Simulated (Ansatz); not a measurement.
# Mn(NH2)2 (MnN2H4): structure and electronic state

Aim: characterise Mn(NH2)2 (MnN2H4) as a sextet: its structure, frontier levels and distribution of charge and spin.

The runs use Ansatz 0.2.0, Gaussian basis; UKS PBE0-D4/def2-TZVP.

The runs, in order: relaxation at r2SCAN-D4/def2-TZVP; a search for the lowest solution at PBE0-D4/def2-SVP; a single point at PBE0-D4/def2-TZVP.

2 further runs of the same task are left out: 2 for a known fault of the program. Runs told in other sessions of the task aren't counted.

## (1) The starting structure

7 atoms, charge 0, spin multiplicity 6.

Atoms are counted from 1 here; the program's logs count them from 0.

Bond lengths: Mn1–N2 1.921 Å, Mn1–N5 1.920 Å, N2–H3 1.018 Å, N2–H4 1.017 Å, N5–H6 1.017 Å, N5–H7 1.018 Å. Angles: N2–Mn1–N5 115.5°, Mn1–N2–H3 130.7°, Mn1–N2–H4 123.7°, H3–N2–H4 105.6°, Mn1–N5–H6 122.2°, Mn1–N5–H7 132.4°, H6–N5–H7 105.4°.

As a file:

```xyz
7
H4MnN2
Mn    0.5876   -0.8613   -0.0200
N     0.0499   -0.0302    1.6260
H    -0.5160    0.7985    1.7980
H     0.3044   -0.3826    2.5458
N    -0.0283   -0.0004   -1.6217
H     0.1945   -0.3560   -2.5481
H    -0.5921    0.8320   -1.7800
```

Formally the metal is d5. No spin-orbit coupling is included.

The start is a GFN2-xTB geometry.

## (2) Relaxation at r2SCAN-D4/def2-TZVP

File in.yaml:

```yaml
crystal:
  periodic: [false, false, false]
  atoms:
    - {symbol: Mn, position_ang: [0.587560, -0.861300, -0.020000]}
    - {symbol: N, position_ang: [0.049940, -0.030170, 1.626050]}
    - {symbol: H, position_ang: [-0.516000, 0.798480, 1.797990]}
    - {symbol: H, position_ang: [0.304440, -0.382620, 2.545760]}
    - {symbol: N, position_ang: [-0.028320, -0.000360, -1.621710]}
    - {symbol: H, position_ang: [0.194520, -0.356020, -2.548090]}
    - {symbol: H, position_ang: [-0.592150, 0.831990, -1.780000]}
basis:
  gaussian: {orbitals: def2-TZVP}
magnetization: {spin_polarized: true, initial_magnetization: 5}
hamiltonian: {xc: r2scan, dispersion: d4}
scf: {lower_state_search: "off"}
output: {orbitals: {seedname: orbitals}}
relax: {f_tol: 0.02, max_steps: 100}
```

Run with:

```
$ ansatz run in.yaml --threads 4 --pin off --events-out ev --progress --plain --max-ram 3916MiB
```

The runs that follow: Searching for the lowest solution, PBE0-D4/def2-SVP; Single point, PBE0-D4/def2-TZVP.

**Question.** What will the summary of the whole plan be? Wanted: point group; near neighbours of the metal; HOMO, LUMO at PBE0-D4/def2-TZVP; ⟨S²⟩; charge on the metal; spin on the metal; dipole at r2SCAN-D4/def2-TZVP.

**Answer**, as computed:

| quantity | value |
| --- | --- |
| point group | D2d |
| near neighbours of the metal | N 1.88, N 1.88 Å |
| HOMO, LUMO at PBE0-D4/def2-TZVP (over both spins) | -6.00, -1.54 eV |
| ⟨S²⟩ | 8.767 |
| charge on the metal (Mulliken, PBE0-D4/def2-TZVP) | +0.79 e |
| spin on the metal (Mulliken) | 4.99 |
| dipole at r2SCAN-D4/def2-TZVP | 0.01 D |

In words: The molecule keeps its bonding pattern by the stored test; the atoms moved 0.74 Å (rms), and the angle N2–Mn1–N5 went from 116° to 180°. Of 5 unpaired electrons, 4.99 sit on the metal by Mulliken's count. The Mulliken charge of the metal, +0.79 e, depends on the basis and isn't its oxidation state. No usable vibrations, so a minimum isn't proven. The alpha HOMO lies nearest to N2, N5 about 32 % each; Mn1 17 % and the alpha LUMO to Mn1 32 %; 4 H atoms about 13 % each (shares on a coarse grid); over both spins the LUMO of beta spin, not drawn, take the frontier's place. Whether this spin is the lowest isn't tested here.
